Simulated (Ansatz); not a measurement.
# MoH+ (singlet): RKS PBE0, RPA-PBE over a scan of the distance Mo1–H2, def2-SVP

How well do these functionals follow the top wave-function level for MoH+ (singlet) over a scan of the distance Mo1–H2?

The runs use Ansatz 0.2.0, Gaussian basis; def2-SVP, all electrons in the functionals, frozen cores in the correlation of double hybrids and RPA.

Plan: RKS PBE0, RPA-PBE, at 1.295 Å; 1.496 Å; 1.646 Å; 1.793 Å; 2.040 Å; 2.267 Å; 2.576 Å; 3.047 Å; 3.580 Å; 4.512 Å; 5.507 Å.

62 further runs of the same task are left out: 41 for a known fault of the program, 19 that didn't finish, 2 set aside as unsound or not needed.

### Step 1. The geometry

The geometry derives from a PBE0/def2-TZVP stationary point (not a proven minimum). One bond is set to the value named and the two fragments are kept rigid. No spin-orbit coupling is included. Elements past krypton take def2 core potentials.

2 atoms, charge 1, spin multiplicity 1.

Atoms are counted from 1 here; the program's logs count them from 0.

Bond lengths: Mo1–H2 1.646 Å.

No dispersion term is added.

The geometry shown and the zero of energy belong to the point 1.646 Å. The yardstick, FCI, and other wave-function levels (R restricted, U unrestricted, valence and pair active spaces) come from earlier runs.

### Step 2. RKS PBE0, 1.295 Å

Contents of in.yaml:

```yaml
crystal:
  periodic: [false, false, false]
  atoms:
    - {symbol: Mo, position_ang: [0.000000, 0.000000, 0.000000]}
    - {symbol: H, position_ang: [0.000000, 0.000000, 1.295000]}
basis:
  gaussian: {orbitals: def2-SVP}
total_charge: 1
hamiltonian: {xc: {name: PBE0}}
```

Launch:

```console
$ ansatz run in.yaml --threads 1 --pin off --events-out ev --progress --plain --max-ram 2393MiB
```

The runs that follow: RKS PBE0, 1.496 Å; RKS PBE0, 1.646 Å; RKS PBE0, 1.793 Å; RKS PBE0, 2.040 Å; RKS PBE0, 2.267 Å; RKS PBE0, 2.576 Å; RKS PBE0, 3.047 Å; RKS PBE0, 3.580 Å; RKS PBE0, 4.512 Å; RKS PBE0, 5.507 Å; RPA-PBE, 1.295 Å; RPA-PBE, 1.496 Å; RPA-PBE, 1.646 Å; RPA-PBE, 1.793 Å; RPA-PBE, 2.040 Å; RPA-PBE, 2.267 Å; RPA-PBE, 2.576 Å; RPA-PBE, 3.047 Å; RPA-PBE, 3.580 Å; RPA-PBE, 4.512 Å; RPA-PBE, 5.507 Å.

Q: Predict the results of all the runs planned. Wanted: span of the FCI curve; largest miss, RKS PBE0.

As calculated:

| quantity | value |
| --- | --- |
| span of the FCI curve | 224.0 kJ/mol |
| largest miss, RKS PBE0 | +271.1 kJ/mol (5.507 Å) |

In words: RKS PBE0 strays by up to 271.1 kJ/mol, at 5.507 Å. Functionals and the yardstick converge differently with the basis, so part of each miss in def2-SVP is the basis.
